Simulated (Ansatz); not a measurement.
Crystal: HfB.

```
CELL_PARAMETERS angstrom
0.00000 2.31000 2.31000
2.31000 0.00000 2.31000
2.31000 2.31000 0.00000
ATOMIC_POSITIONS crystal
Hf 0.50000 0.50000 0.50000
B 0.00000 0.00000 0.00000
```

```yaml
Program: Ansatz 0.2.0
Task: relaxation of cell and atoms
Functional: LDA
Potentials_or_basis: Ansatz PAW
Cutoff: "420 eV (not typed: the program's choice for these potentials)"
k_mesh: 10 × 10 × 10
Occupations: fermi-dirac, width 0.05 eV
Spin: no spin polarisation
```

At the start: volume 12.33 Å³/atom.

How do energy, volume and symmetry change on relaxing?

It ends after 5 steps and the volume is 13.38 Å³/atom (+8.5 %); space group Fm-3m (No. 225, to 0.05 Å).

Step by step:
```tsv
step	energy change (eV)	largest force (eV/Å)	volume (Å³)
1	0.0000	0.0000	24.65
2	-0.0830	0.0000	27.84
3	-0.1078	0.0000	26.87
4	-0.1082	0.0000	26.75
5	-0.1101	0.0000	26.75
```

Final structure:
```
CELL_PARAMETERS angstrom
0.00000 2.37378 2.37378
2.37378 0.00000 2.37378
2.37378 2.37378 0.00000
ATOMIC_POSITIONS crystal
Hf 0.50000 0.50000 0.50000
B 0.00000 0.00000 0.00000
```

Caveat: the plane-wave basis is chosen anew once the cell has moved, so the energies of steps on either side of that aren't comparable; the PAW data sets come from PBE, with cores solved anew for the run's functional, which leaves a small shift of forces and pressure.
